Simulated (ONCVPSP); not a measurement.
**An ONCV potential for Cs, from input to tests**

Task: generate the file, and judge it by its errors in other configurations, its logarithmic derivatives, its ghosts and its cutoff.

Program: ONCVPSP 4.0.1. Reference atom: PBEsol, scalar-relativistic, spherical and spin-unpolarised. All values are calculated.

## Step 1: Settings

Typed settings, in words:

| Quantity | Value |
| --- | --- |
| element | caesium (Cs, Z = 55) |
| type | optimised norm-conserving Vanderbilt (ONCV) |
| frozen core | [Kr] 4d10 |
| valence charge | 9 |
| reference configuration | 5s2 5p6 6p1 |
| partial waves | 5s: rc 2.85 bohr, ncon 4, nbas 7, qcut 5.2 1/bohr, 2 projectors, debl 0.7 Ha; 5p+6p: rc 3.35 bohr, ncon 5, nbas 8, qcut 4.5 1/bohr, 3 projectors, debl 1 Ha; d scattering state at 0.23 Ha: rc 2.65 bohr, ncon 4, nbas 8, qcut 3.9 1/bohr, 3 projectors, debl 3.7 Ha |
| local potential | polynomial inside 1.70 bohr (lpopt 5, dvloc0 1 Ha) |
| core correction | not asked for |

The outer shells as boxes (Hund's rule for the drawing; the calculation is spin-unpolarised):

```
[Kr] core
4d [↑↓][↑↓][↑↓][↑↓][↑↓]
5s [↑↓]
5p [↑↓][↑↓][↑↓]
6p [↑ ][  ][  ]
```

## Step 2: Generating the potential

Cs.dat

```
# ATOM AND REFERENCE CONFIGURATION
# atsym  z   nc   nv     iexc    psfile
  Cs 55.00    9    3  -116133      upf
#
#   n    l    f
    1    0    2.00
    2    0    2.00
    2    1    6.00
    3    0    2.00
    3    1    6.00
    3    2   10.00
    4    0    2.00
    4    1    6.00
    4    2   10.00
    5    0    2.00
    5    1    6.00
    6    1    1.00
#
# PSEUDOPOTENTIAL AND OPTIMIZATION
# lmax
    2
#
#   l,   rc,      ep,       ncon, nbas, qcut
    0    2.85    0.00    4    7    5.20
    1    3.35    0.00    5    8    4.50
    2    2.65    0.23    4    8    3.90
#
# LOCAL POTENTIAL
# lloc, lpopt,  rc(5),   dvloc0
    4    5    1.70    1.00
#
# VANDERBILT-KLEINMAN-BYLANDER PROJECTORs
# l, nproj, debl
    0    2    0.70
    1    3    1.00
    2    3    3.70
#
# MODEL CORE CHARGE
# icmod, fcfact, rcfact
    0    0.00    0.00
#
# LOG DERIVATIVE ANALYSIS
# epsh1, epsh2, depsh
   -3.00    5.00    0.02
#
# OUTPUT GRID
# rlmax, drl
    6.00    0.01
#
# TEST CONFIGURATIONS
# ncnf
    4
# nvcnf
#   n    l    f
    4
    5    0    2.00
    5    1    6.00
    6    1    0.00
    6    0    1.00
#
    3
    5    0    2.00
    5    1    6.00
    6    1    0.00
#
    4
    5    0    2.00
    5    1    6.00
    6    1    0.00
    6    0    0.50
#
    4
    5    0    2.00
    5    1    6.00
    6    1    0.00
    5    2    1.00
#
```

Run with:

```bash
$ oncvpsp.x < Cs.dat > Cs.out
```

**Question.** What will these runs give? Wanted: cutoffs for 1 and 0.1 mHa per electron, occupied waves; bound ghosts; GHOST(+) flags; largest test error; largest phase difference near zero energy, channels read; projector energies reset by the program.

**Answer**, as computed:

| quantity | value |
| --- | --- |
| cutoffs for 1 and 0.1 mHa per electron, occupied waves | 7.3 Ha and 9.1 Ha |
| bound ghosts | none found |
| GHOST(+) flags | s at 67 eV |
| largest test error (AE − PS) | -1.7 meV, for 5s2 5p6 5d1 6p0 |
| largest phase difference near zero energy, channels read | 0.000 rad |
| projector energies reset by the program | s: -1.032, 0.250 Ha; d: 0.050, 3.750, 7.450 Ha |

In words: The worst unpolarised test, 5s2 5p6 5d1 6p0, is off by 1.7 meV on 0.3 eV; by total energies transferability rates as very good. By its cutoff, 7.3 Ha for the looser tolerance, it is soft on the atom at that tolerance. At the looser tolerance the 5s wave is the slowest; 5p needs 4 Ha. The program's ghost test flags no bound state. Near zero energy the phases of the channels with partial waves that could be evaluated agree within 0.001 rad. The program also flags highly localised states, GHOST(+) (s). All of this concerns the isolated atom, not yet a solid.
